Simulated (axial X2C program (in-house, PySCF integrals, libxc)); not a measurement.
# A two-component session on ZrB⁺: properties at the nuclei

Aim: properties at the nuclei of ZrB⁺, with spin–orbit coupling in the Hamiltonian from the start.

Computed with an in-house X2C program for linear molecules on PySCF integrals. Level: two-component X2C with atomic mean-field terms, Zr dyall-cv3z, B dyall-v3z.

All values are calculated.

### 1 Set-up

The input, task.json:

```json
{
 "zs": [
  40,
  5
 ],
 "q": 1,
 "bas": [
  "dyall-cv3z",
  "dyall-v3z"
 ],
 "r0": 2.39,
 "levels": [
  "PBE0",
  "HF",
  "PBE50",
  "B3LYP",
  "TPSSh"
 ],
 "nst": 3
}
```

Keys: zs atomic numbers; q charge; bas basis sets; r0 starting distance in Å; levels methods (HF also brings MP2); nst determinants followed.

On the command line:

```
$ python soeom.py task.json out
```

After this run come: Expectation values, lowest determinant; Expectation values, a higher determinant; Expectation values, a higher determinant.

What does the calculation give? Wanted: lowest determinant; Eeff magnitude; Ws magnitude Zr; A∥/gI Zr; qzz Zr; higher determinant (for each run or level that gives them).

The runs gave:

| quantity | value |
| --- | --- |
| lowest determinant | Ω = 4 (excess of +ω over −ω: ω = 3/2, ω = 5/2) |
| Eeff magnitude (GV/cm), PBE0 | 0.164 |
| Ws magnitude Zr (kHz), PBE0 | 0.00811 |
| A∥/gI Zr (MHz), PBE0 | 65 |
| qzz Zr (a.u.), PBE0 | -0.82 |
| higher determinant | Ω = 2 (excess of +ω over −ω: ω = 1/2, ω = 3/2) |
| Eeff magnitude (GV/cm), PBE0, higher determinant | 0.619 |
| Ws magnitude Zr (kHz), PBE0, higher determinant | 0.0831 |
| A∥/gI Zr (MHz), PBE0, higher determinant | 1100 |
| qzz Zr (a.u.), PBE0, higher determinant | -3.12 |
| higher determinant | Ω = 3 (excess of +ω over −ω: 2 × ω = -1/2, ω = 3/2, ω = 5/2) |
| Eeff magnitude (GV/cm), PBE0, higher determinant | 0.332 |
| Ws magnitude Zr (kHz), PBE0, higher determinant | 0.0345 |
| A∥/gI Zr (MHz), PBE0, higher determinant | -59.6 |
| qzz Zr (a.u.), PBE0, higher determinant | -0.78 |

In the first state, the effective field runs from 0.0455 to 0.679 GV/cm over the mean-field levels, so the levels don't agree on it. The expectation values come from single determinants, which for open shells can mix terms of unlike spin or miss the lowest Ω, so a determinant need not be a state. Eeff is the effective electric field on the electron dipole moment in this Ω state and Ws the scalar–pseudoscalar constant (defined with the proton number Z and per Ω); A∥ is the parallel hyperfine constant, which follows by multiplying with the nuclear g factor gI = μI/(I μN); qzz is the electric field gradient, eQq0 = 234.96 MHz × Q/barn × qzz. The operators were transformed with the bare-nucleus X2C matrices.
